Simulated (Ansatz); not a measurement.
# C: the cost of one run

Program: Ansatz 0.2.0. Level of theory: DFT LDA, scalar-relativistic, plane waves, PAW. These are calculated values, not measurements.

A COD entry behind a cell of this session may itself be a prediction, so a difference from it is no test against experiment.

2 further runs of the same task are left out: 2 set aside as unsound or not needed.

## Step 1: The starting structure

It takes space group R-3m (No. 166, trigonal). The conventional cell has a = 2.491 Å, b = 2.491 Å, c = 30.762 Å, α = 90.00°, β = 90.00°, γ = 120.00°. C (site symmetry 3m) has 4 C at 1.53 Å in its first shell of neighbours. Around C (site symmetry 3m) lie 4 C at 1.53 to 1.55 Å.

As a file:

```cif
data_structure
_symmetry_space_group_name_H-M 'P 1'
_symmetry_Int_Tables_number 1
_cell_length_a 10.3543
_cell_length_b 10.3543
_cell_length_c 10.3543
_cell_angle_alpha 13.819
_cell_angle_beta 13.819
_cell_angle_gamma 13.819
_cell_volume 55.11
loop_
_atom_site_label
_atom_site_type_symbol
_atom_site_fract_x
_atom_site_fract_y
_atom_site_fract_z
_atom_site_occupancy
C1 C 0.02482 0.02482 0.02482 1
C2 C 0.97518 0.97518 0.97518 1
C3 C 0.10870 0.10870 0.10870 1
C4 C 0.89130 0.89130 0.89130 1
C5 C 0.15837 0.15837 0.15837 1
C6 C 0.84163 0.84163 0.84163 1
C7 C 0.37486 0.37486 0.37486 1
C8 C 0.62514 0.62514 0.62514 1
C9 C 0.42532 0.42532 0.42532 1
C10 C 0.57468 0.57468 0.57468 1
```

This cell was relaxed beforehand with the same method: volume 5.51 Å³/atom, gap on the mesh 4.54 eV.

## Step 2: The undisturbed cell

input.yaml reads:

```yaml
crystal:
  lattice:
    - [1.2456453765, 0.7191736934, 10.2538776067]
    - [-1.2456453765, 0.7191736934, 10.2538776067]
    - [0.0, -1.4383473869, 10.2538776067]
  atoms:
    - { symbol: C, position: [0.0248185524, 0.0248185524, 0.0248185524] }
    - { symbol: C, position: [0.9751814476, 0.9751814476, 0.9751814476] }
    - { symbol: C, position: [0.1086956498, 0.1086956498, 0.1086956498] }
    - { symbol: C, position: [0.8913043502, 0.8913043502, 0.8913043502] }
    - { symbol: C, position: [0.1583656632, 0.1583656632, 0.1583656632] }
    - { symbol: C, position: [0.8416343368, 0.8416343368, 0.8416343368] }
    - { symbol: C, position: [0.3748645768, 0.3748645768, 0.3748645768] }
    - { symbol: C, position: [0.6251354232, 0.6251354232, 0.6251354232] }
    - { symbol: C, position: [0.4253218689, 0.4253218689, 0.4253218689] }
    - { symbol: C, position: [0.5746781311, 0.5746781311, 0.5746781311] }
basis:
  ecutwfc: 420
kpoints:
  mp_grid: { grid: [12, 12, 12] }
hamiltonian:
  xc: lda
scf:
  occupations: { method: gaussian, width: 0.05 }
output:
  forces: true
  stress: true
  eigenvalues: true
```

On the command line:

```console
$ ansatz run input.yaml --threads 2 --pin off --max-ram 5120MiB --backend cpu --events-out ev --progress --plain --runs-dir out
```

Q: Estimate wall time and peak memory on 2 threads of Arm Neoverse V2, shared host.

About 7.7 s, with a peak of 0.47 GiB.
